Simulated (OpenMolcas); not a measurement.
**Pt³⁺ among point charges: CASSCF and CASPT2 levels and susceptibility**

Aim: the splitting of the states of Pt³⁺ in the field of 6 point charges, its lowest levels with spin-orbit coupling and its magnetic susceptibility.

The numbers are computed with OpenMolcas 26.06 (state-averaged CASSCF and CASPT2, spin-orbit coupling by RASSI with atomic mean-field integrals), except any that are marked as measured or tabulated.

## (1) Starting point

- Species: Pt³⁺ (platinum, Z = 78, 75 electrons)
- Basis: ANO-RCC-VTZP [8s7p5d3f1g], 84 functions
- Scalar Hamiltonian: DKH2, point nucleus
- Inactive shells: 1s 2s 2p 3s 3p 3d 4s 4p 4d 4f 5s 5p
- Active space: 7 electrons in 5 orbitals (5d)
- Some configurations of this space: 5d7
- Orbitals: optimised for each spin and parity, averaged over all roots

Outer shells as boxes (Hund's rule):

5d7
```
5d [↑↓][↑↓][↑ ][↑ ][↑ ]
```

The ion sits among 6 point charges of -0.65 e arranged as a trigonal antiprism (D3d), 1.83 Å from the ion, with a polar angle of 59.7° against the regular 54.74°.

The work runs as a chain of OpenMolcas steps in one folder; each step below is one input file. Labels, J, g values, rates, χT and fits are worked out afterwards by a script from the matrices that RASSI stores. The input lists half of the charges; inversion (Group=XYZ) makes the rest.

## (2) GATEWAY and SEWARD: basis and integrals

The input, a.inp:

```
&GATEWAY
Coord
1

Pt 0.0 0.0 0.0
Basis=ANO-RCC-VTZP
Group=XYZ
NoMove
AngMom=0.0 0.0 0.0
AMFI
XField
3 Angstrom 0
0.000000 1.579398 0.924338 -0.650000
1.367799 -0.789699 0.924338 -0.650000
1.367799 0.789699 -0.924338 -0.650000
&SEWARD
```

Command:

```bash
OMP_NUM_THREADS=1 MOLCAS_MEM=1689 MOLCAS_PROJECT=a pymolcas a.inp > a.log
```

## (3) CASSCF: quartets of even parity, 10 roots

The input, a.inp:

```
&RASSCF
FileOrb=start.orb
Symmetry=1
Spin=4
nActEl=7 0 0
Inactive=15 19
Ras2=5 0
CIRoot=10 10 1
SDav=10
CIMx=300
Iter=120 100
PrWF=0.3
OrbListing=Nothing
MaxOrb=0
>>> COPY $Project.JobIph JOB001
```

start.orb holds the contracted functions of the basis, ordered by shell, or the orbitals of the step before.

## (4) Reference wave functions, doublets of even parity, 40 roots

The input, a.inp:

```
&RASSCF
FileOrb=start.orb
Symmetry=1
Spin=2
nActEl=7 0 0
Inactive=15 19
Ras2=5 0
CIRoot=40 40 1
SDav=40
CIMx=300
Iter=120 100
PrWF=0.3
OrbListing=Nothing
MaxOrb=0
>>> COPY $Project.JobIph JOB002
```

## (5) State interaction with spin-orbit coupling

The input, a.inp:

```
&RASSI
NrOfJobIphs=2 10 40
1 2 3 4 5 6 7 8 9 10
1 2 3 4 5 6 7 8 9 10 11 12 13 14 15 16 17 18 19 20 21 22 23 24 25 26 27
28 29 30 31 32 33 34 35 36 37 38 39 40
IphNames
JOB001
JOB002
EJob
SpinOrbit
DIPRint=1.0
SOCoupling=1000.0
Subsets=2
Property=9
'ANGMOM' 1 'ANGMOM' 2 'ANGMOM' 3 'MLTPL  1' 1 'MLTPL  1' 2 'MLTPL  1' 3
'AMFI' 1 'AMFI' 2 'AMFI' 3
SOProperty=3
'ANGMOM' 1 'ANGMOM' 2 'ANGMOM' 3
```

## (6) CASPT2: IPEA 0.25, imaginary shift 0.1 (closed shells correlated: 5s 5p)

The input, a.inp:

```
>>> COPY JOB001 $Project.JobIph
&CASPT2
Multistate=10 1 2 3 4 5 6 7 8 9 10
NoMult
Frozen=14 16
IPEA=0.25
Imaginary=0.1
MaxIter=60
WThr=0.0 0.3 0.05
PrWF=0.5
NoMix
>>> COPY JOB002 $Project.JobIph
&CASPT2
Multistate=40 1 2 3 4 5 6 7 8 9 10 11 12 13 14 15 16 17 18 19 20 21 22
23 24 25 26 27 28 29 30 31 32 33 34 35 36 37 38 39 40
NoMult
Frozen=14 16
IPEA=0.25
Imaginary=0.1
MaxIter=60
WThr=0.0 0.3 0.05
PrWF=0.5
NoMix
```

(Steps that only read results are left out.)

Before running it: what results should come out? Wanted: spin-free ground state; first state of the same spin within the active space; lowest level; next level.

As calculated:

```
                                            quantity                                                                        value
                                              method  SS-CASPT2, IPEA 0.25, imaginary shift 0.1 (closed shells correlated: 5s 5p)
                              spin-free ground state                                               4E, 2-fold in its orbital part
first state of the same spin within the active space                                                             4A2 at 55.5 cm⁻¹
                                        lowest level                                            2-fold E1/2, g = 2.85, 5.63, 5.63
                                          next level                                                                   720.8 cm⁻¹
                                         χT at 300 K                                                               3.70 cm³ K/mol
                           effective moment at 300 K                                                                      5.44 μB
```

Cost by method:

```
                                              method  time of its own steps  time with the reference
                                           A. CASSCF                   14 s                     14 s
B. SS-CASPT2, IPEA 0.25, imaginary shift 0.1, +5s 5p                   11 s                     25 s
```

Times are of one thread on a shared host.

In words: The spin-free ground state (4E) comes to 97 % from free-ion F terms and keeps the highest spin of the shell. χT at 300 K is 3.70, against 1.88 cm³ K/mol for the spin alone, so orbital moment adds to it. An active space of the d shell alone favours high spin; real ions in strong fields can be low spin. CASPT2 does not keep the components of a term degenerate, and the means are used. The field of point charges can differ much from that of real complexes. With metal d orbitals alone active, the gaps between spin states are rough; where two lie within a few thousand cm-1, their order is open. Point charges carry no covalency, so the field is a model and not that of real ligands.
